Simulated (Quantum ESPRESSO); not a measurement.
# HPbNO4 (P1) in Quantum ESPRESSO: notebook

One crystal, HPbNO4, is run at these levels: PBE; tasks: single point.

Program: Quantum ESPRESSO 7.5. These are calculated values, not measurements. Logs are shortened: lines on timing, memory, paths and dates and some standing lists are left out, and cuts for length are marked.

### Step 1. Starting point

The typed cell holds 14 atoms: a = 4.120 Å, b = 6.427 Å, c = 8.387 Å, α = 67.04°, β = 89.96°, γ = 89.98°.

The cell was built by a generator and needn't be a form met in nature.

### Step 2. Single point, PBE

Input file pw.in:

```
&CONTROL
  calculation = 'scf'
  prefix = 'pwscf'
  outdir = './tmp'
  pseudo_dir = './pseudo'
  tprnfor = .true.
  tstress = .true.
  disk_io = 'nowf'
/
&SYSTEM
  ibrav = 0
  nat = 14
  ntyp = 4
  ecutwfc = 84
  nbnd = 57
  occupations = 'smearing'
  smearing = 'fd'
  degauss = 0.00367493
/
&ELECTRONS
  conv_thr = 2.8d-09
  electron_maxstep = 120
  mixing_beta = 0.5
/
ATOMIC_SPECIES
H      1.0080 H.upf
Pb   207.2000 Pb.upf
N     14.0070 N.upf
O     15.9990 O.upf
CELL_PARAMETERS angstrom
   4.1204000000   -0.0008100000   -0.0112000000
   0.0040400000    6.4272200000    0.0536000000
   0.0279100000    3.2070700000    7.7499400000
ATOMIC_POSITIONS crystal
H      0.9036600000    0.2182100000    0.4885100000
H      0.4033700000    0.7817700000    0.5114200000
Pb     0.3945500000    0.3086300000    0.7072500000
Pb     0.8948900000    0.6913500000    0.2926600000
N      0.6340900000    0.1999000000    0.2073000000
N      0.1338600000    0.8001200000    0.7927500000
O      0.9082900000    0.3286600000    0.5436900000
O      0.5379200000    0.3907600000    0.1949700000
O      0.5348300000    0.1127900000    0.1060200000
O      0.8371800000    0.0888700000    0.3267200000
O      0.4081700000    0.6713200000    0.4562400000
O      0.0377400000    0.6092400000    0.8052000000
O      0.0342900000    0.8873700000    0.8939700000
O      0.3371600000    0.9110100000    0.6733000000
K_POINTS automatic
5 4 3 0 0 0
```

Potentials or basis: PseudoDojo 0.4.1 SR PBE standard.

Run with:

```sh
> OMP_NUM_THREADS=1 mpirun -n 8 pw.x -nk 2 -in pw.in > pw.out
```

pw.out:

```text
This program is part of the open-source Quantum ESPRESSO suite
     for quantum simulation of materials; please cite
         "P. Giannozzi et al., J. Phys.:Condens. Matter 21 395502 (2009);
         "P. Giannozzi et al., J. Phys.:Condens. Matter 29 465901 (2017);
         "P. Giannozzi et al., J. Chem. Phys. 152 154105 (2020);
     in publications or presentations arising from this work. More details at

     K-points division:     npool     =       2
     Subspace diagonalization in iterative solution of the eigenvalue problem:
     a serial algorithm will be used

     --------------------
     sticks:   dense  smooth     PW     G-vecs:    dense   smooth      PW
     Min         632     632    174                35897    35897    5220
     Max         633     633    175                35898    35898    5222
     Sum        2529    2529    699               143591   143591   20885

     Using Slab Decomposition

     bravais-lattice index     =            0
     lattice parameter (alat)  =       7.7865  a.u.
     unit-cell volume          =    1380.2575 (a.u.)^3
     number of atoms/cell      =           14
     number of atomic types    =            4
     number of electrons       =        88.00
     number of Kohn-Sham states=           57
     kinetic-energy cutoff     =      84.0000  Ry
     charge density cutoff     =     336.0000  Ry
     scf convergence threshold =      2.8E-09
     mixing beta               =       0.5000
     number of iterations used =            8  plain     mixing
     Exchange-correlation= PBE
                           (   1   4   3   4   0   0   0)

     celldm(1)=   7.786456  celldm(2)=   0.000000  celldm(3)=   0.000000
     celldm(4)=   0.000000  celldm(5)=   0.000000  celldm(6)=   0.000000

     crystal axes: (cart. coord. in units of alat)
               a(1) = (   0.999996  -0.000197  -0.002718 )
               a(2) = (   0.000980   1.559848   0.013008 )
               a(3) = (   0.006774   0.778337   1.880864 )

     reciprocal axes: (cart. coord. in units 2 pi/alat)
               b(1) = (  0.999994 -0.000601 -0.003353 )
               b(2) = ( -0.000597  0.643309 -0.266211 )
               b(3) = (  0.001449 -0.004450  0.533507 )

     PseudoPot. # 1 for H  read from file:
     H.upf
     Pseudo is Norm-conserving, Zval =  1.0
     Generated using ONCVPSP code by D. R. Hamann
     Using radial grid of 1166 points,  3 beta functions with:
                l(1) =   0
                l(2) =   0
                l(3) =   1

     PseudoPot. # 2 for Pb read from file:
     Pb.upf
     Pseudo is Norm-conserving + core correction, Zval = 14.0
     Generated using ONCVPSP code by D. R. Hamann
     Using radial grid of 1678 points,  6 beta functions with:
                l(1) =   0
                l(2) =   0
                l(3) =   1
                l(4) =   1
                l(5) =   2
                l(6) =   2

     PseudoPot. # 3 for N  read from file:
     N.upf
     Pseudo is Norm-conserving + core correction, Zval =  5.0
     Generated using ONCVPSP code by D. R. Hamann
     Using radial grid of 1058 points,  4 beta functions with:
                l(1) =   0
                l(2) =   0
                l(3) =   1
                l(4) =   1

     PseudoPot. # 4 for O  read from file:
     O.upf
     Pseudo is Norm-conserving + core correction, Zval =  6.0
     Generated using ONCVPSP code by D. R. Hamann
     Using radial grid of  936 points,  5 beta functions with:
                l(1) =   0
                l(2) =   0
                l(3) =   1
                l(4) =   1
                l(5) =   2

     atomic species   valence    mass     pseudopotential
     H                 1.00     1.00800     H ( 1.00)
     Pb               14.00   207.20000     Pb( 1.00)
     N                 5.00    14.00700     N ( 1.00)
     O                 6.00    15.99900     O ( 1.00)

     No symmetry found

   Cartesian axes

     site n.     atom                  positions (alat units)
         1        H      tau(   1) = (   0.9071796   0.7204219   0.9192030  )
         2        H      tau(   2) = (   0.4075992   1.6174197   0.9709845  )
         3        Pb     tau(   3) = (   0.3996418   1.0318168   1.3331833  )
         4        Pb     tau(   4) = (   0.8975469   1.3060127   0.5570145  )
         5        N      tau(   5) = (   0.6356878   0.4730381   0.3907799  )
         6        N      tau(   6) = (   0.1400138   1.8650653   1.5010992  )
         7        O      tau(   7) = (   0.9122916   0.9356548   1.0244133  )
         8        O      tau(   8) = (   0.5396218   0.7611726   0.3703330  )
         9        O      tau(   9) = (   0.5356567   0.2583493   0.1994226  )
        10        O      tau(  10) = (   0.8394771   0.3927572   0.6133963  )
        11        O      tau(  11) = (   0.4119171   1.4021850   0.8657486  )
        12        O      tau(  12) = (   0.0437913   1.5770308   1.5222942  )
        13        O      tau(  13) = (   0.0412153   2.0799648   1.6928859  )
        14        O      tau(  14) = (   0.3426126   1.9450245   1.2773199  )

     number of k points=    31  Fermi-Dirac smearing, width (Ry)=  0.0037
                       cart. coord. in units 2pi/alat
        k(    1) = (   0.0000000   0.0000000   0.0000000), wk =   0.0333333
        k(    2) = (   0.0004831  -0.0014834   0.1778356), wk =   0.0666667
        k(    3) = (  -0.0001493   0.1608272  -0.0665528), wk =   0.0666667
        k(    4) = (   0.0003338   0.1593438   0.1112829), wk =   0.0666667
        k(    5) = (  -0.0006324   0.1623105  -0.2443884), wk =   0.0666667
        k(    6) = (   0.0002986  -0.3216544   0.1331055), wk =   0.0333333
[... 23 lines left out ...]
        k(   30) = (   0.4006302  -0.1625508   0.2430473), wk =   0.0666667
        k(   31) = (   0.3996640  -0.1595841  -0.1126240), wk =   0.0666667

     Dense  grid:   143591 G-vectors     FFT dimensions: (  45,  72,  96)

     Initial potential from superposition of free atoms

     starting charge      87.9956, renormalised to      88.0000
     Starting wfcs are   60 randomized atomic wfcs

     Self-consistent Calculation

     iteration #  1     ecut=    84.00 Ry     beta= 0.50
     Davidson diagonalization with overlap
     ethr =  1.00E-02,  avg # of iterations =  7.0

     total energy              =    -588.60382271 Ry
     estimated scf accuracy    <       2.54106569 Ry

     iteration #  2     ecut=    84.00 Ry     beta= 0.50
     Davidson diagonalization with overlap
     ethr =  2.89E-03,  avg # of iterations =  2.4
[... 71 lines left out ...]
     total energy              =    -589.47284071 Ry
     estimated scf accuracy    <          3.5E-09 Ry

     iteration # 13     ecut=    84.00 Ry     beta= 0.50
     Davidson diagonalization with overlap
     ethr =  3.95E-12,  avg # of iterations =  2.3

     End of self-consistent calculation

          k = 0.0000 0.0000 0.0000 ( 17927 PWs)   bands (ev):

   -22.5606 -22.5471 -17.2168 -17.2070 -16.9094 -16.8642 -15.0180 -14.7751
   -12.1272 -12.1152 -12.1074 -12.0957 -12.0799 -12.0715 -12.0693 -12.0590
   -12.0122 -11.8023  -6.6949  -6.4959  -4.8297  -4.4967  -4.4314  -4.4089
    -4.1635  -4.1065  -3.3697  -3.2315  -1.5687  -0.5873  -0.0960   0.3592
     0.6885   1.0377   1.1320   1.1808   1.2389   1.3432   1.3572   1.5288
     1.6771   2.6569   2.7401   2.7965   6.3101   6.4754   7.5084   7.6946
     8.8103   9.0226   9.2081   9.8347  10.0907  11.4832  11.8532  12.5399
    13.2604

          k = 0.0005-0.0015 0.1778 ( 17961 PWs)   bands (ev):

   -22.5576 -22.5501 -17.2179 -17.2061 -16.9023 -16.8718 -15.0169 -14.7751
   -12.1283 -12.1148 -12.1075 -12.0946 -12.0790 -12.0727 -12.0687 -12.0592
   -12.0124 -11.8023  -6.7251  -6.4878  -4.8111  -4.5198  -4.4873  -4.3388
    -4.1466  -4.0892  -3.3164  -3.2258  -1.5999  -0.7812  -0.0699   0.3723
     0.6268   1.0043   1.0685   1.2751   1.2928   1.3876   1.4751   1.5606
     1.6863   2.5635   2.6516   2.9017   6.4029   6.4928   7.4721   7.5755
     8.4045   9.0220   9.4368  10.0835  10.3223  11.2679  12.1455  12.4677
    13.1706

          k =-0.0001 0.1608-0.0666 ( 17969 PWs)   bands (ev):

   -22.5582 -22.5487 -17.2187 -17.2091 -16.9065 -16.8674 -15.0204 -14.7721
   -12.1278 -12.1159 -12.1093 -12.0958 -12.0810 -12.0690 -12.0672 -12.0598
   -12.0128 -11.8029  -6.6364  -6.4611  -4.7856  -4.5107  -4.4964  -4.4093
    -4.2269  -4.0451  -3.4773  -3.2947  -1.5102  -0.8914   0.1468   0.4255
     0.8567   1.0194   1.0630   1.2522   1.2766   1.3428   1.4258   1.5714
     1.6535   2.5910   2.6793   2.8060   6.3639   6.5225   7.3318   7.6229
     8.3904   8.7384   9.4359  10.0079  10.3550  11.5000  12.0847  12.7521
    13.1550

          k = 0.0003 0.1593 0.1113 ( 17956 PWs)   bands (ev):

   -22.5586 -22.5483 -17.2205 -17.2077 -16.9063 -16.8677 -15.0195 -14.7721
   -12.1274 -12.1156 -12.1094 -12.0954 -12.0815 -12.0703 -12.0663 -12.0604
   -12.0126 -11.8021  -6.6567  -6.4555  -4.7799  -4.6032  -4.4934  -4.3279
    -4.2125  -4.0327  -3.4810  -3.2493  -1.5467  -0.9473   0.1789   0.4080
     0.8277   1.0621   1.0979   1.1433   1.2909   1.4026   1.4689   1.5354
     1.6656   2.4673   2.6687   2.9479   6.4537   6.5131   7.1384   7.5189
     8.5399   8.8619   9.4762  10.0835  10.2768  11.5325  12.0385  12.6973
    12.9420

          k =-0.0006 0.1623-0.2444 ( 17951 PWs)   bands (ev):

   -22.5546 -22.5523 -17.2207 -17.2074 -16.9003 -16.8739 -15.0195 -14.7720
   -12.1285 -12.1156 -12.1094 -12.0949 -12.0803 -12.0712 -12.0656 -12.0604
   -12.0128 -11.8027  -6.6324  -6.4943  -4.7445  -4.5824  -4.4910  -4.3592
    -4.2044  -4.0168  -3.5415  -3.2037  -1.5353  -1.0341   0.1909   0.4198
     0.8258   0.9800   1.0633   1.1859   1.2861   1.3591   1.5334   1.6428
     1.7198   2.4651   2.6523   2.8924   6.4357   6.5400   7.3658   7.4967
     8.0854   8.8543   9.4734  10.1272  10.6546  11.3165  12.3392  12.6832
    13.0920

          k = 0.0003-0.3217 0.1331 ( 17988 PWs)   bands (ev):
[... 276 lines left out ...]
   -22.5393 -22.5360 -17.2087 -17.2048 -16.9182 -16.9064 -14.9260 -14.8506
   -12.1121 -12.1029 -12.0962 -12.0868 -12.0835 -12.0734 -12.0259 -12.0220
   -11.8986 -11.8157  -6.5346  -6.4690  -4.7574  -4.7194  -4.5118  -4.4312
    -4.2094  -4.1421  -3.3886  -3.3244  -2.1448  -1.8356   0.3041   0.5045
     0.8256   0.8905   1.1055   1.2209   1.3018   1.3903   1.6600   1.7203
     2.2176   2.2701   2.7758   2.8708   6.2302   6.3418   7.5454   7.7372
     8.5250   8.8318   9.1301   9.4926  11.1951  11.7140  12.5508  12.7391
    13.0386

     the Fermi energy is     4.7958 ev

!    total energy              =    -589.47284071 Ry
     estimated scf accuracy    <          6.3E-10 Ry
     smearing contrib. (-TS)   =      -0.00000000 Ry
     internal energy E=F+TS    =    -589.47284071 Ry

     The total energy is F=E-TS. E is the sum of the following terms:
     one-electron contribution =    -284.98336487 Ry
     hartree contribution      =     188.36349762 Ry
     xc contribution           =    -159.88967415 Ry
     ewald contribution        =    -332.96329932 Ry

     convergence has been achieved in  13 iterations

     Forces acting on atoms (cartesian axes, Ry/au):

     atom    1 type  1   force =     0.00006489    0.00549732    0.00260838
     atom    2 type  1   force =     0.00006562   -0.00548588   -0.00259271
     atom    3 type  2   force =     0.00056524   -0.00009329    0.00115957
     atom    4 type  2   force =     0.00054942    0.00010897   -0.00114786
     atom    5 type  3   force =    -0.00047869    0.00067467   -0.00043536
     atom    6 type  3   force =    -0.00058130   -0.00074392    0.00051563
     atom    7 type  4   force =    -0.00063823   -0.00689458   -0.00290381
     atom    8 type  4   force =    -0.00021945    0.00088832    0.00002289
     atom    9 type  4   force =    -0.00017818   -0.00110647   -0.00063584
     atom   10 type  4   force =     0.00094241    0.00001306    0.00111749
     atom   11 type  4   force =    -0.00073281    0.00687040    0.00287789
     atom   12 type  4   force =    -0.00004443   -0.00083784   -0.00003637
     atom   13 type  4   force =    -0.00008860    0.00110283    0.00062010
     atom   14 type  4   force =     0.00077411    0.00000641   -0.00117001

     Total force =     0.014160     Total SCF correction =     0.000057

     Computing stress (Cartesian axis) and pressure

          total   stress  (Ry/bohr**3)                   (kbar)     P=       -0.47
   0.00000231  -0.00000011  -0.00000020            0.34       -0.02       -0.03
  -0.00000011  -0.00001014  -0.00000881           -0.02       -1.49       -1.30
  -0.00000020  -0.00000881  -0.00000178           -0.03       -1.30       -0.26

=------------------------------------------------------------------------------=
   JOB DONE.
=------------------------------------------------------------------------------=
```

It took 2.5 min on 8 MPI ranks of AMD EPYC 7R43 (Zen 3), shared host; peak memory 1.1 GiB.

What came out:

```
Free energy            : -8020.1866 eV
Pressure               : 0.0 GPa
Largest force          : 0.193 eV/Å
Band gap on the k mesh : 3.28 eV, indirect (least direct gap 3.36 eV)
```

Forces in eV/Å, atoms in the order of the input:
```
H    0.002  0.141  0.067
H    0.002 -0.141 -0.067
Pb   0.015 -0.002  0.030
Pb   0.014  0.003 -0.030
N   -0.012  0.017 -0.011
N   -0.015 -0.019  0.013
O   -0.016 -0.177 -0.075
O   -0.006  0.023  0.001
O   -0.005 -0.028 -0.016
O    0.024  0.000  0.029
O   -0.019  0.177  0.074
O   -0.001 -0.022 -0.001
O   -0.002  0.028  0.016
O    0.020  0.000 -0.030
```

Caveat: spin-orbit coupling is left out, which as a rule narrows the gap of such compounds by several tenths of an eV; an odd mesh through Γ misses points on the zone boundary, where band edges often lie. PBE gaps usually lie below the measured ones, often by a third to a half.

(Continued in part 2 of 2.)
